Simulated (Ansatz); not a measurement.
# C2H4OSi (SMILES OC#C[SiH3]) at revPBE/cc-pVDZ

What is the electronic atomisation energy of C2H4OSi at revPBE/cc-pVDZ? 

The results are computed with Ansatz 0.2.0.

73 further runs of the same task are left out: 73 set aside as unsound or not needed. Runs told in other sessions of the task aren't counted.

## 1. Starting point

C2H4OSi: 8 atoms, total charge 0, spin state singlet. As SMILES, `OC#C[SiH3]`. Geometry: relaxed at PBE0-D4/def2-TZVP.

Bond lengths: O1–C2 1.296 Å, C2–C3 1.208 Å, C3–Si4 1.808 Å, O1–H5 0.965 Å, Si4–H6 1.485 Å, Si4–H7 1.485 Å, Si4–H8 1.485 Å. Angles: O1–C2–C3 176.6°, C2–C3–Si4 179.5°, C2–O1–H5 110.6°, C3–Si4–H6 110.5°, C3–Si4–H7 109.4°, C3–Si4–H8 110.4°, H6–Si4–H7 108.9°, H6–Si4–H8 108.8°, H7–Si4–H8 108.9°.

## 2. A single-point energy at revPBE/cc-pVDZ

in.yaml reads:

```yaml
basis:
  gaussian: {orbitals: cc-pVDZ}
crystal:
  periodic: [false, false, false]
  atoms:
    - {symbol: O, position_ang: [2.579200, 0.927900, 0.488100]}
    - {symbol: C, position_ang: [1.380900, 0.489600, 0.263100]}
    - {symbol: C, position_ang: [0.263000, 0.053700, 0.119800]}
    - {symbol: Si, position_ang: [-1.409600, -0.594800, -0.108400]}
    - {symbol: H, position_ang: [2.920800, 1.394400, -0.284700]}
    - {symbol: H, position_ang: [-2.349500, 0.046300, 0.846200]}
    - {symbol: H, position_ang: [-1.863400, -0.311200, -1.494000]}
    - {symbol: H, position_ang: [-1.429300, -2.063000, 0.114200]}
total_charge: 0
output: {orbitals: {seedname: orbitals}}
accuracy: high
hamiltonian: {xc: {name: revPBE}}
```

The run is started by

```bash
$ ansatz run in.yaml --threads 1 --pin off --max-ram 2610MiB --events-out events.jsonl --progress --plain --runs-dir runs
```

Log:

```text
Warning: RAYON_NUM_THREADS=1 ignored (pool sized by the plan → 1); use --threads N
Functional definition: revPBE
  name "revPBE"
  parameter kappa = 1.245
  parameter beta = 0.06672455060314922
  exchange = pbe_x(kappa = kappa, mu = beta*pi^2/3)
  correlation = pbe_c(beta = beta)
1782 factors; integrals over basis functions are off by at most 3.8e-9 eV
mean field evaluation 1: about -12052.3877 eV, gradient 5.1e1 eV
mean field evaluation 2: about -12043.5069 eV, gradient 7.3e1 eV
mean field evaluation 4: about -12058.6935 eV, gradient 4.8e0 eV
mean field evaluation 8: about -12058.7443 eV, gradient 1.1e-1 eV
mean field evaluation 16: about -12058.7443 eV, gradient 3.6e-6 eV
mean field -12058.74433367 eV, -443.1506805518 hartree, gradient 5.9e-8 eV, S^2 0.000000; 0 other end points of the search recorded, 0 dependent functions left out
reference -12058.74433790 eV, -443.1506807073 hartree; 19, 19 occupied and 61, 61 virtual orbitals, 1782 factors
Total energy: -12058.74433790 eV, -443.1506807073 hartree
```

Run time: 4.8 s. Hardware: 1 thread of Arm Neoverse V1, shared host; peak memory 0.2 GiB.

## 3. The C atom

run.yaml reads:

```yaml
basis:
  gaussian:
    orbitals: cc-pVDZ
crystal:
  periodic: [false, false, false]
  atoms:
    - {symbol: C, position_ang: [0.000000, 0.000000, 0.000000]}
hamiltonian:
  xc: {name: revPBE}
accuracy: high
total_charge: 0
magnetization:
  spin_polarized: true
  initial_magnetization: 2
```

Run the same way, it converges to -37.83850 Eh (log not shown).

## 4. The H atom, same level

job.yaml reads:

```yaml
crystal:
  periodic: [false, false, false]
  atoms:
    - {symbol: H, position_ang: [0.000000, 0.000000, 0.000000]}
basis:
  gaussian:
    orbitals: cc-pVDZ
magnetization:
  spin_polarized: true
  initial_magnetization: 1
hamiltonian:
  xc: {name: revPBE}
accuracy: high
```

Run the same way, it converges to -0.50319 Eh (log not shown).

## 5. The O atom at the same level

input.yaml reads:

```yaml
crystal:
  periodic: [false, false, false]
  atoms:
    - symbol: O
      position_ang: [0.000000, 0.000000, 0.000000]
basis:
  gaussian: {orbitals: cc-pVDZ}
magnetization: {spin_polarized: true, initial_magnetization: 2}
hamiltonian: {xc: {name: revPBE}}
accuracy: high
```

The run is started by

```bash
$ ansatz run input.yaml --threads 1 --pin off --max-ram 2610MiB --events-out events.jsonl --progress --plain --runs-dir runs
```

Log, cut to the lines that bear on the results:

```text
Warning: RAYON_NUM_THREADS=1 ignored (pool sized by the plan → 1); use --threads N
[... 6 set-up lines as earlier in the session ...]
96 factors; integrals over basis functions are off by at most 1.3e-9 eV
mean field evaluation 1: about -2041.8490 eV, gradient 7.2e0 eV
mean field evaluation 2: about -2041.9211 eV, gradient 5.5e0 eV
mean field evaluation 4: about -2042.0344 eV, gradient 7.2e-3 eV
mean field evaluation 8: about -2042.0342 eV, gradient 1.1e-4 eV
mean field evaluation 16: about -2042.0341 eV, gradient 1.0e-1 eV
mean field evaluation 32: about -2042.0342 eV, gradient 3.6e-9 eV
mean field -2042.03422257 eV, -75.0433735389 hartree, gradient 3.6e-9 eV, S^2 2.001648; 2 other end points of the search recorded, 0 dependent functions left out
reference -2042.03422342 eV, -75.0433735703 hartree; 5, 3 occupied and 9, 11 virtual orbitals, 96 factors
Total energy: -2042.03422342 eV, -75.0433735703 hartree
```

It took 0.5 s on 1 thread of Arm Neoverse V1, shared host.

## 6. The Si atom, same level

job.yaml reads:

```yaml
basis:
  gaussian:
    orbitals: cc-pVDZ
crystal:
  periodic: [false, false, false]
  atoms:
    - {symbol: Si, position_ang: [0.000000, 0.000000, 0.000000]}
accuracy: high
hamiltonian:
  xc: {name: revPBE}
magnetization:
  spin_polarized: true
  initial_magnetization: 2
```

The run is started by

```bash
$ ansatz run job.yaml --threads 1 --pin off --max-ram 2610MiB --events-out events.jsonl --progress --plain --runs-dir runs
```

Log, cut to the lines that bear on the results:

```text
Warning: RAYON_NUM_THREADS=1 ignored (pool sized by the plan → 1); use --threads N
[... 6 set-up lines as earlier in the session ...]
144 factors; integrals over basis functions are off by at most 3.2e-9 eV
mean field evaluation 1: about -7872.5069 eV, gradient 2.3e0 eV
mean field evaluation 2: about -7872.5765 eV, gradient 8.8e-1 eV
mean field evaluation 4: about -7872.5811 eV, gradient 1.9e-1 eV
mean field evaluation 8: about -7872.5815 eV, gradient 2.3e-4 eV
mean field evaluation 16: about -7872.4718 eV, gradient 2.7e0 eV
mean field evaluation 32: about -7872.5810 eV, gradient 1.7e-1 eV
mean field -7872.58153918 eV, -289.3120353374 hartree, gradient 6.5e-8 eV, S^2 2.003648; 2 other end points of the search recorded, 0 dependent functions left out
reference -7872.58154158 eV, -289.3120354256 hartree; 8, 6 occupied and 10, 12 virtual orbitals, 144 factors
Total energy: -7872.58154158 eV, -289.3120354256 hartree
```

Wall time 1.2 s (1 thread of Arm Neoverse V1, shared host).

## 7. Summary of results

Level: revPBE/cc-pVDZ.

| quantity | value |
| --- | --- |
| molecule: total energy | -443.15068 Eh |
| molecule: HOMO energy | -5.77 eV |
| molecule: LUMO energy | -0.40 eV |
| molecule: HOMO–LUMO gap | 5.37 eV |
| C atom: total energy | -37.83850 Eh |
| C atom: ⟨S²⟩ | 2.002 |
| H atom: total energy | -0.50319 Eh |
| H atom: ⟨S²⟩ | 0.750 |
| O atom: total energy | -75.04337 Eh |
| O atom: ⟨S²⟩ | 2.002 |
| Si atom: total energy | -289.31204 Eh |
| Si atom: ⟨S²⟩ | 2.004 |
| electronic atomisation energy | 30.082 eV |

What this shows: Taking the molecule apart into free atoms costs 30.08 eV (694 kcal/mol), before zero-point energy and without spin-orbit coupling.
